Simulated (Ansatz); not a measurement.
# C₃H₆AlN: a ladder of functionals and wavefunction methods

One table from this session's results is given with a row withheld; the runs are named, their logs left out.

The runs use Ansatz 0.2.0, Gaussian basis; functionals in def2-TZVPP, the program's frozen cores in correlated methods.

Levels to be run: PBE-D4, r2SCAN-D4, PBE0-D4, B3LYP-D4, ωB97X-V, ωB97M-V, B2PLYP; CCSD(T)/def2-TZVPP; MP2/def2-QZVPP; extrapolation to the limit.

### The geometry

An earlier PBE0-D4 in a triple-zeta def2 set relaxation fixed the geometry.

SMILES `C=C1[CH2][AlH][NH]1`, 11 atoms, charge 0, spin multiplicity 1.

Atoms are counted from 1 here; the program's logs count them from 0.

Bond lengths: C1–C2 1.335 Å, C1–H6 1.081 Å, C1–H7 1.084 Å, C2–C3 1.528 Å, C2–N5 1.403 Å, C3–Al4 1.955 Å, C3–H8 1.091 Å, C3–H9 1.091 Å, Al4–N5 1.785 Å, Al4–H10 1.579 Å, N5–H11 1.006 Å. Angles: C2–C1–H6 120.4°, C2–C1–H7 121.7°, H6–C1–H7 117.9°, C1–C2–C3 126.9°, C1–C2–N5 127.3°, C3–C2–N5 105.8°, C2–C3–Al4 83.3°, C2–C3–H8 112.4°, C2–C3–H9 112.4°, Al4–C3–H8 119.2°, Al4–C3–H9 119.2°, H8–C3–H9 108.1°, C3–Al4–N5 77.3°, C3–Al4–H10 149.1°, N5–Al4–H10 133.6°, C2–N5–Al4 93.6°, C2–N5–H11 118.3°, Al4–N5–H11 148.1°.

Set-up of the first run:

in.yaml

```yaml
crystal:
  periodic: [false, false, false]
  atoms:
    - {symbol: C, position_ang: [0.511759, 1.477872, 0.842826]}
    - {symbol: C, position_ang: [0.206920, 0.335842, 0.222556]}
    - {symbol: C, position_ang: [-1.141037, -0.044162, -0.387460]}
    - {symbol: Al, position_ang: [-0.210848, -1.702120, -0.843158]}
    - {symbol: N, position_ang: [1.051979, -0.760577, -0.004260]}
    - {symbol: H, position_ang: [-0.232799, 2.253762, 0.956042]}
    - {symbol: H, position_ang: [1.501340, 1.660346, 1.247017]}
    - {symbol: H, position_ang: [-1.940954, -0.069387, 0.354549]}
    - {symbol: H, position_ang: [-1.441360, 0.634513, -1.187643]}
    - {symbol: H, position_ang: [-0.240631, -3.134790, -1.506818]}
    - {symbol: H, position_ang: [2.000932, -0.708198, 0.327052]}
basis:
  gaussian: {orbitals: def2-TZVPP}
hamiltonian: {xc: pbe, dispersion: d4}
output: {forces: true, orbitals: {seedname: orbitals}}
```

Command:

```sh
$ ansatz run in.yaml --threads 4 --pin off --events-out ev --progress --plain --max-ram 10444MiB
```

Among the steps run: PBE-D4 (GGA); r2SCAN-D4 (meta-GGA); PBE0-D4 (hybrid); B3LYP-D4 (hybrid); ωB97X-V (range-separated); ωB97M-V (range-separated); B2PLYP (double hybrid); CCSD(T) in def2-TZVPP; MP2 in def2-QZVPP.

One of the session's tables, all rows but one given; the rest of the session is left out.

```
            method  atomisation energy (kJ/mol)
            PBE-D4                       4391.3
         r2SCAN-D4                       4292.0
           PBE0-D4                       4308.0
          B3LYP-D4                       4281.7
           ωB97X-V                       4287.7
           ωB97M-V                       4293.4
            B2PLYP                       4235.0
     HF/def2-TZVPP                            ?
    MP2/def2-TZVPP                       4233.7
   CCSD/def2-TZVPP                       4079.9
CCSD(T)/def2-TZVPP                       4152.5
           MP2/CBS                       4348.4
       CCSD(T)/CBS                       4267.2
```

Q: Estimate the row for HF/def2-TZVPP from the others.

**Answer.** atomisation energy (kJ/mol): 3065.9. In the column «atomisation energy (kJ/mol)» it is the lowest.

To keep in mind: Free atoms (3 C, 1 Al, 1 N, 6 H) were run apart at each level; the atomisation energy is their sum less the molecule, without zero-point or spin-orbit terms.
